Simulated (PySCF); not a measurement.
# MoOF₂: structure of the singlet

Where does singlet MoOF₂ go from a trigonal planar start, is the end point a minimum, and what are its modes, charges and moments?

The runs use PySCF 2.14.0; PBE0, basis Mo def2-SVP with ECP28, O def2-SVP, F def2-SVP, scalar-relativistic core potentials, no spin–orbit coupling, density fitting.

## 1. The starting structure

4 atoms, charge 0, spin multiplicity 1.

Bond lengths: Mo1–O2 1.780 Å, Mo1–F3 2.020 Å, Mo1–F4 2.020 Å. Angles: O2–Mo1–F3 120.0°, O2–Mo1–F4 120.0°, F3–Mo1–F4 120.0°.

```xyz
4
charge 0 multiplicity 1
Mo   -0.0326   -0.0565    0.0000
O    -0.9226   -1.5980    0.0000
F     1.9874   -0.0565    0.0000
F    -1.0426    1.6929    0.0000
```

## 2. Trigonal planar start, singlet: relaxation

One driver script runs all steps and calls PySCF; scf.py shows how it sets up the SCF of each step. The optimiser is the driver's own. Before each start the driver seeks the lowest SCF state from one or more starting densities and follows internal instabilities, so scf.py alone need not reach the same state.

The program finds C2v symmetry in the start, which this walk keeps. Threshold on the gradient: 0.0003 Eh/bohr, with a further test on the energy change.

Input file scf.py:

```python
from pyscf import gto, scf, dft
mol = gto.M(atom='''
Mo    -0.032610    -0.056481    -0.000000
O     -0.922617    -1.597978    -0.000000
F      1.987402    -0.056497     0.000000
F     -1.042590     1.692916     0.000000''',
    basis={'Mo': 'def2-SVP', 'O': 'def2-SVP', 'F': 'def2-SVP'},
    ecp={'Mo': 'def2-SVP'},
    charge=0, spin=0)
mf = dft.RKS(mol, xc='PBE0')
mf.grids.atom_grid = (50, 194)
aux = {'Mo': 'def2-universal-JKFIT', 'O': 'def2-universal-JKFIT', 'F': 'def2-universal-JKFIT'}
mf = mf.density_fit(auxbasis=aux)
mf.kernel()
```

Steps of the walk:

| step | energy (Eh) | change (kJ/mol) | largest symmetric gradient (Eh/bohr) |
| --- | --- | --- | --- |
| 0 | -342.645242 | 0.00 | 0.11269 |
| 1 | -342.691030 | -120.21 | 0.05404 |
| 2 | -342.694346 | -128.92 | 0.01413 |
| 3 | -342.695119 | -130.95 | 0.00403 |
| 4 | -342.695225 | -131.23 | 0.00299 |
| 5 | -342.695257 | -131.31 | 0.00034 |
| 6 | -342.695257 | -131.31 | 0.00001 |

The walk needed 5.2 s of wall time on 4 threads, shared host.

Positions (Å) and forces (eV/Å) along the way:

```
step 0
Mo  -0.033  -0.056   0.000  -1.418  -2.454   0.000
O   -0.923  -1.598   0.000   3.340   5.798   0.000
F    1.987  -0.057   0.000  -3.780  -0.055   0.000
F   -1.043   1.693   0.000   1.858  -3.289   0.000
step 1
Mo  -0.037  -0.063   0.000   1.602   2.780   0.000
O   -0.845  -1.463   0.000  -0.820  -1.402   0.000
F    1.848  -0.062   0.000  -1.276  -0.185   0.000
F   -0.977   1.570   0.000   0.493  -1.193   0.000
step 3
Mo  -0.010  -0.017   0.000  -0.010  -0.017   0.000
O   -0.833  -1.443   0.000   0.111   0.212   0.000
F    1.825  -0.092   0.000  -0.102  -0.062   0.000
F   -0.992   1.534   0.000   0.000  -0.133   0.000
step 6
Mo   0.001   0.001   0.000   0.001   0.000   0.000
O   -0.821  -1.422   0.000  -0.008   0.005   0.000
F    1.830  -0.122   0.000   0.008   0.005   0.000
F   -1.020   1.524   0.000  -0.001  -0.010   0.000
```

After 6 steps and 131.3 kJ/mol it ends at C2v: Mo–F 1.833 Å (×2), Mo–O 1.643 Å; F–Mo–F 127.7°, F–Mo–O 116.2° (×2).

## 3. Frequencies

The point is checked on the finer grid, and tightened if its gradient asks for it. The Hessian and the dipole derivatives come from central differences of analytic gradients, with steps of 0.01 bohr.

scf.py: that of step 2 with these lines changed.

```diff
@@ -3,4 +3,4 @@
-Mo    -0.032610    -0.056481    -0.000000
-O     -0.922617    -1.597978    -0.000000
-F      1.987402    -0.056497     0.000000
-F     -1.042590     1.692916     0.000000''',
+Mo    -0.014457    -0.025039     0.000000
+O     -0.836003    -1.447961     0.000000
+F      1.814538    -0.148557     0.000000
+F     -1.035889     1.497181    -0.000000''',
@@ -11 +11 @@
-mf.grids.atom_grid = (50, 194)
+mf.grids.atom_grid = (75, 302)
```

The driver hands on the density of the step before, so the log starts near convergence.

Log of the central SCF (cycles and frontier levels):

```text
init E= -342.695263325271
  HOMO = -0.253263076568633  LUMO = -0.142291251436507  gap/eV = 3.01970
cycle= 1 E= -342.695263325079  delta_E= 1.91e-10  |g|= 3.43e-05  |ddm|= 3.21e-05
  HOMO = -0.253263469959915  LUMO = -0.142290237212876  gap/eV = 3.01974
cycle= 2 E= -342.69526332335  delta_E= 1.73e-09  |g|= 0.0001  |ddm|= 8.41e-05
  HOMO = -0.253264720089515  LUMO = -0.142292651639337  gap/eV = 3.01970
cycle= 3 E= -342.695263325266  delta_E= -1.92e-09  |g|= 1.4e-05  |ddm|= 6.52e-05
  HOMO = -0.253263826556076  LUMO = -0.142291727136541  gap/eV = 3.01970
cycle= 4 E= -342.695263325306  delta_E= -4.02e-11  |g|= 8e-07  |ddm|= 9.62e-06
  HOMO = -0.25326365821785  LUMO = -0.142291495950285  gap/eV = 3.01971
Extra cycle  E= -342.695263325306  delta_E= -5.68e-13  |g|= 7.22e-07  |ddm|= 1.3e-06
converged SCF energy = -342.695263325306
```

The whole step took 12 s.

Geometry: C2v; Mo–F 1.833 Å (×2), Mo–O 1.643 Å; F–Mo–F 127.7°, F–Mo–O 116.1° (×2).

Harmonic modes (main isotopes):

```tsv
symmetry	ω (cm⁻¹)	IR (km/mol)	μ (u)
b1	69	9.9	25.04
a1	172	9.0	21.60
b2	230	7.3	18.24
a1	685	56.3	19.94
b2	751	155	24.02
a1	1108	160	18.10
```

No imaginary mode, so this is a minimum.

Properties at this point:

```
Dipole moment                                                   : 0.75 D
Highest occupied level                                          : -6.89 eV
Lowest empty level                                              : -3.87 eV
Rotational constants                                            : 0.2485, 0.1638, 0.09873 cm⁻¹
Zero-point energy                                               : 18.0 kJ/mol
Principal polarisabilities                                      : 30.3, 36.3, 37.7 bohr³
Atomisation energy without zero-point energy                    : 1549 kJ/mol
Principal traceless quadrupole moments about the centre of mass : -2.86, -0.62, 3.48 D Å
Entropy at 298.15 K and 1 bar                                   : 310.6 J/(mol K)
Heat capacity Cp at 298.15 K                                    : 64.7 J/(mol K)
Enthalpy at 298.15 K above 0 K                                  : 15.57 kJ/mol
Rotational symmetry number                                      : 2
```

Populations by atom (charges in e):

| atom | Mulliken | Löwdin | polar tensor | Mayer order to Mo1 |
| --- | --- | --- | --- | --- |
| Mo1 | 1.01 | 0.32 | 1.77 | – |
| O2 | -0.31 | -0.06 | -0.67 | 2.31 |
| F3,4 | -0.35 | -0.13 | -0.55 | 1.06 |

Outer orbital energies (eV). occupied: -13.57, -13.41, -13.09, -12.79, -11.80, -11.76, -11.20, -6.89; empty: -3.87, -2.93, -1.20, -0.84.

Mulliken populations on Mo1 (outside its core potential): s 2.62, p 6.32, d 3.96, f 0.09.

## 4. Would spin polarisation lower it?

At the lowest minimum the closed shell is tested against spin polarisation, on the (50, 194) grid. It is unstable: an open-shell solution lies lower. That solution was not followed to a minimum here.

## 5. Outcome

| quantity | value |
| --- | --- |
| minimum | singlet, C2v (closed shell, unstable towards spin polarisation) |
| geometry | Mo–F 1.833 Å (×2), Mo–O 1.643 Å; F–Mo–F 127.7°, F–Mo–O 116.1° (×2) |
| wavenumbers (cm⁻¹) | 69 (b1), 172 (a1), 230 (b2), 685 (a1), 751 (b2), 1108 (a1) |
| dipole moment | 0.75 D |
| highest occupied, lowest empty level | -6.89, -3.87 eV |
| polar-tensor charge of Mo1 | +1.77 e |
| zero-point energy | 18.0 kJ/mol |

**Reading.** The molecule stays C2v, as typed, and the end point is a minimum. In the infrared the band at 1108 cm⁻¹ (a1, stretch) leads. Other starts or spin states, not run here, may lie lower. Take wavenumbers under 90 cm⁻¹ as rough. A stability analysis at the minimum finds the closed shell unstable towards spin polarisation: an open-shell solution lies lower, and these values are not those of the lowest state.

The search up to here took 22 s.
